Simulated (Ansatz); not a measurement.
# CuBiP2Se6: the cost of one run

Method: DFT, PBE, plane-wave PAW, default files, scalar-relativistic, as far as a step names no other, in Ansatz 0.2.0.

### Step 1. The structure to begin with

Symmetry: P-31c, No. 163, trigonal system. The conventional cell has a = 6.541 Å, b = 6.541 Å, c = 13.263 Å, α = 90.00°, β = 90.00°, γ = 120.00°. Around Cu (site symmetry 32) lie 6 Se at 2.72 Å. Bi (site symmetry 32) is surrounded by 6 Se at 2.95 Å. Around P (site symmetry 3) lie 3 Se at 2.19 Å and 1 P at 2.25 Å. Se (site symmetry 1) is surrounded by 1 P at 2.19 Å and 1 Cu at 2.72 Å and 1 Bi at 2.95 Å.

Coordinates:

```cif
data_structure
_symmetry_space_group_name_H-M 'P 1'
_symmetry_Int_Tables_number 1
_cell_length_a 6.5410
_cell_length_b 6.5410
_cell_length_c 13.2630
_cell_angle_alpha 90.000
_cell_angle_beta 90.000
_cell_angle_gamma 120.000
_cell_volume 491.43
loop_
_atom_site_label
_atom_site_type_symbol
_atom_site_fract_x
_atom_site_fract_y
_atom_site_fract_z
_atom_site_occupancy
Cu1 Cu 0.00000 0.00000 0.75000 1
Cu2 Cu 0.00000 0.00000 0.25000 1
Bi1 Bi 0.33333 0.66667 0.75000 1
Bi2 Bi 0.66667 0.33333 0.25000 1
P1 P 0.66667 0.33333 0.66520 1
P2 P 0.66667 0.33333 0.83480 1
P3 P 0.33333 0.66667 0.33480 1
P4 P 0.33333 0.66667 0.16520 1
Se1 Se 0.33223 0.30307 0.61798 1
Se2 Se 0.69693 0.02917 0.61798 1
Se3 Se 0.97083 0.66777 0.61798 1
Se4 Se 0.69693 0.66777 0.88202 1
Se5 Se 0.97083 0.30307 0.88202 1
Se6 Se 0.33223 0.02917 0.88202 1
Se7 Se 0.66777 0.69693 0.38202 1
Se8 Se 0.30307 0.97083 0.38202 1
Se9 Se 0.02917 0.33223 0.38202 1
Se10 Se 0.30307 0.33223 0.11798 1
Se11 Se 0.02917 0.69693 0.11798 1
Se12 Se 0.66777 0.97083 0.11798 1
```

### Step 2. First run, atoms as given

input.yaml

```yaml
crystal:
  lattice:
    - [6.541, 0.0, 0.0]
    - [-3.2705, 5.6646721662, 0.0]
    - [0.0, 0.0, 13.263]
  atoms:
    - { symbol: Cu, position: [0.0, 0.0, 0.75] }
    - { symbol: Cu, position: [0.0, 0.0, 0.25] }
    - { symbol: Bi, position: [0.3333333333, 0.6666666667, 0.75] }
    - { symbol: Bi, position: [0.6666666667, 0.3333333333, 0.25] }
    - { symbol: P, position: [0.6666666667, 0.3333333333, 0.6652] }
    - { symbol: P, position: [0.6666666667, 0.3333333333, 0.8348] }
    - { symbol: P, position: [0.3333333333, 0.6666666667, 0.3348] }
    - { symbol: P, position: [0.3333333333, 0.6666666667, 0.1652] }
    - { symbol: Se, position: [0.3322333333, 0.3030666667, 0.61798] }
    - { symbol: Se, position: [0.6969333333, 0.0291666667, 0.61798] }
    - { symbol: Se, position: [0.9708333333, 0.6677666667, 0.61798] }
    - { symbol: Se, position: [0.6969333333, 0.6677666667, 0.88202] }
    - { symbol: Se, position: [0.9708333333, 0.3030666667, 0.88202] }
    - { symbol: Se, position: [0.3322333333, 0.0291666667, 0.88202] }
    - { symbol: Se, position: [0.6677666667, 0.6969333333, 0.38202] }
    - { symbol: Se, position: [0.3030666667, 0.9708333333, 0.38202] }
    - { symbol: Se, position: [0.0291666667, 0.3322333333, 0.38202] }
    - { symbol: Se, position: [0.3030666667, 0.3322333333, 0.11798] }
    - { symbol: Se, position: [0.0291666667, 0.6969333333, 0.11798] }
    - { symbol: Se, position: [0.6677666667, 0.9708333333, 0.11798] }
kpoints:
  mp_grid: { grid: [5, 5, 2] }
scf:
  occupations: { method: fermi_dirac, width: 0.02 }
hamiltonian:
  xc: pbe
  pseudopotentials: { kind: paw }
output:
  forces: true
  stress: true
  populations: true
  efg:
    quadrupole_moments_barn: { Cu: -0.22, Bi: -0.516 }
    contact_densities: true
```

Command:

```bash
$ ansatz run input.yaml --threads 1 --pin off --max-ram 3072MiB --backend cpu --events-out ev --progress --plain --runs-dir out
```

Q: Estimate wall time and peak memory on 1 thread of Intel Xeon 6975P-C (Granite Rapids), shared host.

About 43 s, with a peak of 1.3 GiB.
